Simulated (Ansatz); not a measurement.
# 5 CO + 5 SiH4 in a periodic box: molecular dynamics, part 3 of 3

The plan is to see how the packed molecules move, order and perhaps react. The start is relaxed first. Runs: 300 steps of 0.5 fs under a Langevin thermostat at 300 K; 400 steps of 0.5 fs under a Langevin thermostat and barostat at 300 K and 5 GPa. The molecules were packed at random to 0.512 g/cm³.

Ansatz 0.2.0; DFT LDA, plane waves, PAW, scalar-relativistic, no spin polarisation. The steps go on from the part before.

## Step 11: Positions and forces

Extended XYZ, with forces in eV/Å:

```xyz
35
Lattice="7.236 0.000 0.000 0.000 7.236 0.000 0.000 0.000 7.236" Properties=species:S:1:pos:R:3:forces:R:3 pbc="T T T" time_fs=66.5 T=701 dE=5.0621
O     0.996    3.737    2.340    2.002   -0.759    0.017
C     1.767    2.884    2.268   -1.005    1.496    0.193
O     6.065    3.013    7.449    0.735   -1.178   -0.848
C     6.566    1.967    7.499   -0.034    1.658    0.435
O     5.103    3.643    2.152   -1.741    0.013   -0.546
C     5.925    3.932    2.852    0.791    0.251    1.074
O     4.569    1.166    3.848   -0.308    0.080    0.052
C     5.349    1.849    4.295   -0.062    0.193    0.326
O     1.885    6.316    7.197   -1.955   -0.996   -0.201
C     2.818    5.975    6.644   -0.094   -0.953    0.290
Si    1.470    3.566    6.434    1.362    0.253   -0.805
H     1.974    4.141    7.656    0.071    0.079    0.225
H     1.185    2.185    6.694   -0.111   -0.623    0.646
H     0.304    4.115    5.747   -0.294    0.418   -0.104
H     2.613    3.459    5.460    0.003    0.451    0.055
Si    7.134    0.497    2.357    0.536    0.009   -1.395
H     8.150   -0.055    1.361   -0.724    0.299    0.624
H     5.678    0.688    2.006    0.246   -0.261   -0.334
H     7.051   -0.371    3.523    0.106   -0.470   -0.130
H     7.713    1.722    3.014   -0.395   -0.344   -0.243
Si    5.665    5.999    4.734    0.491   -0.394    0.579
H     4.457    6.056    5.570   -0.330    0.659    0.139
H     6.109    4.658    5.237   -0.102   -0.109   -0.382
H     5.125    6.072    3.317    0.172   -0.050    0.403
H     6.906    6.867    5.257   -1.150   -0.491   -0.001
Si    4.240    1.075   -0.062    1.262    0.219    0.012
H     4.069    1.638    1.278    0.193    0.427    0.381
H     3.583   -0.171    0.275    0.712   -0.230   -0.086
H     3.900    2.084   -1.060   -0.150    0.411   -0.260
H     5.617    0.628   -0.630   -0.506    0.169    0.542
Si    1.491    0.962    4.913    0.181    1.363   -0.861
H     1.568   -0.292    4.136   -0.012   -0.353   -0.134
H     2.303    0.813    6.099    0.140    0.015    0.543
H     2.366    2.001    4.211   -0.366   -0.443   -0.069
H     0.170    1.710    5.114    0.336   -0.809   -0.136
35
Lattice="7.188 0.000 0.000 0.000 7.188 0.000 0.000 0.000 7.188" Properties=species:S:1:pos:R:3:forces:R:3 pbc="T T T" time_fs=133.5 T=428 dE=2.0211
O     1.319    4.147    2.347   -0.457    0.222    0.101
C     2.164    3.423    2.506    0.040   -0.339    0.139
O     6.088    3.398    6.964    0.442   -0.500    0.554
C     6.459    2.669    7.756   -0.208    0.797   -0.791
O     4.598    4.003    2.164    3.475   -0.612    1.716
C     5.599    3.755    2.721   -3.226    1.059   -2.088
O     4.324    1.571    3.756   -1.469   -0.706   -1.059
C     5.109    1.962    4.444    1.453    0.482    0.930
O     1.739    6.120    7.118   -0.229   -0.335   -0.010
C     2.757    5.664    7.411   -0.017   -0.231   -0.143
Si    2.058    3.612    5.980   -1.152   -1.104    0.767
H     2.351    3.329    7.465   -0.155    0.406   -0.763
H     1.413    2.159    5.773    0.205    1.204    0.185
H     0.873    4.482    5.617    0.182   -0.260    0.160
H     3.162    3.966    5.039   -0.079   -0.311    0.208
Si    7.469   -0.014    1.878   -1.158   -0.254    0.943
H     8.260    0.862    1.032    0.588    0.495   -0.363
H     6.516   -0.878    1.089    0.311   -0.145   -0.001
H     8.199   -0.824    2.938   -0.079    0.248   -0.617
H     6.553    0.878    2.638    0.021    0.175    0.102
Si    5.221    5.661    4.903    1.581    0.734   -0.699
H     4.196    6.621    5.223   -0.871    0.429    0.474
H     4.651    4.347    4.699   -0.068   -0.668    0.168
H     5.685    6.145    3.502    0.077   -0.204    0.809
H     6.221    5.742    6.013    0.074   -0.125   -0.201
Si    4.133    1.031   -0.052    1.333   -0.633    1.546
H     4.287    1.699    1.271   -0.157    0.015    0.176
H     3.696   -0.365    0.475   -0.066   -0.083   -0.246
H     3.814    2.157   -0.841   -0.355    1.405   -1.106
H     5.547    0.710   -0.425   -0.045   -0.097   -0.162
Si    1.688    0.581    4.818    0.795   -0.997   -0.373
H     2.707   -0.401    4.308   -0.258   -0.208   -0.369
H     2.478    0.793    6.094    0.319   -0.427    0.560
H     1.706    1.615    3.804   -0.214    0.353   -0.761
H     0.449   -0.167    5.022   -0.634    0.217    0.215
35
Lattice="7.217 0.000 0.000 0.000 7.217 0.000 0.000 0.000 7.217" Properties=species:S:1:pos:R:3:forces:R:3 pbc="T T T" time_fs=200.0 T=470 dE=0.7733
O     0.983    4.202    2.498   -3.329    3.792   -0.253
C     1.732    3.423    2.621    3.643   -3.695    0.508
O     6.203    3.386    6.685   -0.855    0.267   -1.868
C     6.757    3.276    7.647    1.252   -0.120    1.571
O     4.481    4.330    1.919   -0.273    0.029    0.192
C     5.489    3.923    2.234    0.071    0.026    0.270
O     4.220    1.894    3.829   -0.799   -0.203   -0.039
C     5.343    1.850    3.845    0.352    0.280    0.430
O     1.772    5.864    7.418   -3.206    0.686   -0.371
C     2.845    5.624    7.523    3.454   -0.605    0.264
Si    1.845    3.436    5.876   -0.429    1.070   -0.167
H     2.047    3.360    7.344   -0.022    0.367    0.249
H     1.082    2.211    5.814   -0.181   -0.832   -0.516
H     0.952    4.592    5.293    0.463   -0.823    0.745
H     3.148    3.694    5.229    0.302   -0.527   -0.247
Si    7.519    0.091    1.869   -0.498    1.017   -1.641
H     7.423    1.122    0.706    0.351   -0.420    0.451
H     6.866   -1.119    1.308   -0.252   -0.257    0.058
H     8.918   -0.059    2.149    0.733   -0.211    0.199
H     6.679    0.723    2.906    0.234   -0.027    0.564
Si    5.178    5.502    4.952   -0.274    0.072   -0.047
H     3.748    5.716    5.478    0.746   -0.340   -0.202
H     5.620    4.104    4.565   -0.425    0.314   -0.085
H     5.241    6.404    3.765    0.122    0.055   -0.150
H     6.207    5.928    5.924   -0.001    0.135    0.266
Si    4.593    1.277    0.317   -0.995    1.126    0.724
H     5.600    1.489    1.442   -0.493   -0.150   -0.380
H     3.418    0.522    0.868    0.144   -0.042   -0.116
H     4.092    2.717    0.029    0.066   -1.072    0.053
H     5.214    0.679   -0.879    0.196   -0.211   -0.210
Si    1.469    0.205    4.769   -0.781   -0.035   -0.698
H     1.185   -1.061    3.954    0.461    0.364    0.364
H     2.548    0.161    5.745    0.603   -0.079    0.494
H     1.917    1.340    3.912   -0.382   -0.235   -0.295
H     0.206    0.400    5.560    0.003    0.285   -0.115
```

On run 2: Against a set 300 K the second half averages 509 K with a spread of 82 K (in equilibrium 35 atoms would scatter by about 41 K, over a far longer run). The conserved energy strays from its start by at most 0.12 meV/atom, 0.2 % of the mean kinetic energy, which is good for a step of 0.5 fs. Over the second half H atoms stand 1.4 Å (root mean square) from where they began, and the farthest move is 3.0 Å. The volume changes by -61.5 % from first to last step, and is still moving at the end, so it is no equilibrium value.

## Step 12: Outcome

The summary covers parts 1 to 3. Changes of volume or cell count from the first structure of part 1.

| quantity | value |
| --- | --- |
| relaxation of the start | 11 moves, 0.858 eV lower |
| run 1: length | 300 steps of 0.5 fs |
| run 1: temperature, first and last step | 291 and 323 K |
| run 1: temperature, second half | mean 333 K, from 252 to 424 K |
| run 1: potential energy, second half | +24 meV/atom from this run's first step |
| run 1: mean square displacement, second half | H 0.464, O 0.353, C 0.247, Si 0.122 Å² |
| run 2: length | 400 steps of 0.5 fs |
| run 2: temperature, first and last step | 291 and 470 K |
| run 2: temperature, second half | mean 509 K, from 357 to 690 K |
| run 2: potential energy, second half | +50 meV/atom from this run's first step |
| run 2: largest change of the conserved energy | 0.12 meV/atom |
| run 2: volume, first and last step | 27.86 and 10.74 Å³/atom |
| run 2: mean square displacement, second half | H 1.9, C 0.936, O 0.869, Si 0.581 Å² |

Mean temperatures of the second halves: 333 K, 509 K. In the last run: the volume changes by -61.5 % from first to last step, and is still moving at the end, so it is no equilibrium value. A run of 200 fs with 35 atoms shows the motion but fixes no equilibrium value. The nuclei move classically, without zero-point motion, which matters most for hydrogen.
